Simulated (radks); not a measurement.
# Xe⁴⁺ in [Kr] 4d10 5s2 5p2: an all-electron calculation

The task here is to estimate one member of a computed series from the others.

Method: scalar-relativistic Kohn-Sham, r2SCAN, spin-unpolarised, spherical densities, finite nucleus. Code: radks (a radial shooting solver on a logarithmic mesh, Libxc functionals) version 1.

## What is computed

| Item | Value |
| --- | --- |
| element | xenon (Z = 54) |
| charge | +4 |
| electrons | 50 |
| configuration | [Kr] 4d10 5s2 5p2 |
| nuclear rms radius | 4.7859 fm |

Outer shells as boxes (Hund's rule):

Xe⁴⁺
```
[Kr] core
4d [↑↓][↑↓][↑↓][↑↓][↑↓]
5s [↑↓]
5p [↑ ][↑ ][  ]
```

Set-up of the first run:

Input:

```text
Z 54
configuration [Kr] 4d10 5s2 5p2 6s0 4f0 5d0 6p0
relativity scalar-relativistic
functional r2scan,r2scan
spin unpolarised
nucleus finite rms 4.7859 fm
c 137.035999084
```

One of the session's tables, all rows but one given; the rest of the session is left out.

It belongs to the step «Shells». Sizes of the orbitals, from the radial functions (bohr):

| level | <r> | outermost maximum (interpolated) | 90 % within | nodes |
| --- | --- | --- | --- | --- |
| 1s | 0.02666 | 0.0172 | 0.0480 | 0 |
| 2s | 0.1146 | 0.0969 | 0.177 | 1 |
| 2p | 0.1003 | 0.0778 | 0.163 | 0 |
| 3s | ? | ? | ? | ? |
| 3p | 0.3039 | 0.273 | 0.456 | 1 |
| 3d | 0.2808 | 0.226 | 0.440 | 0 |
| 4s | 0.7169 | 0.661 | 1.03 | 3 |
| 4p | 0.7640 | 0.693 | 1.11 | 2 |
| 4d | 0.8697 | 0.747 | 1.32 | 1 |
| 5s | 1.720 | 1.57 | 2.45 | 4 |
| 5p | 1.937 | 1.76 | 2.77 | 3 |
| 5d | 2.488 | 2.22 | 3.63 | 2 |
| 4f | 1.574 | 1.01 | 2.69 | 0 |
| 6s | 3.580 | 3.45 | 5.07 | 5 |

Q: Estimate the row for 3s from the others.

As computed: <r>: 0.3057; outermost maximum (interpolated): 0.279; 90 % within: 0.449; nodes: 2. In the column «<r>» it lies between 3p (0.3039) and 4s (0.7169).

Limits of these values: Spin polarisation and multiplet splitting are left out.
